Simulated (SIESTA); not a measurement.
## Ta4O in SIESTA: the effect of basis

Crystal: Ta4O.

```
Ta O
1.0
     3.25750    0.00000    0.00000
     0.00000    3.25750    0.00000
     0.00000    0.00000    7.40934
Ta O
4 1
Direct
  0.00000 0.00000 0.00000
  0.50000 0.50000 0.21684
  0.50000 0.50000 0.78316
  0.00000 0.00000 0.50000
  0.50000 0.50000 0.50000
```

The cell comes from a database or a generator and needn't be the stable form of this composition.

Alike in all runs:

| Quantity | Value |
| --- | --- |
| Program | SIESTA 5.4.2 |
| Task | band structure |
| Functional | PBEsol |
| Potentials or basis | PseudoDojo 0.4 standard (PBEsol files) |
| Grid cutoff | 800 Ry |
| Energy shift | 0.003 Ry |
| k mesh | 8 × 8 × 4 |
| Occupations | fermi-dirac, width 0.05 eV |
| Spin | no spin polarisation |

| basis | pressure (GPa) | largest force (eV/Å) |
| --- | --- | --- |
| SZ | -19.9 | 1.52 |
| SZP | -6.0 | 0.25 |
| DZ | -6.5 | 0.50 |
| DZP | ? | ? |
| TZP | -7.0 | 0.12 |
| TZDP | -7.0 | 0.09 |

Q: What does the run with basis DZP give?

A: Pressure -6.2 GPa; largest force 0.23 eV/Å.

Caveats: short orbitals over semicore shells can move pressures by several GPa; the basis of atomic orbitals isn't converged, which shifts pressures, moduli and gaps; the basis has no polarisation orbitals (some runs); forces of over 1 eV/Å show positions far from the minimum, so gaps and moduli don't describe the material at rest (some runs).
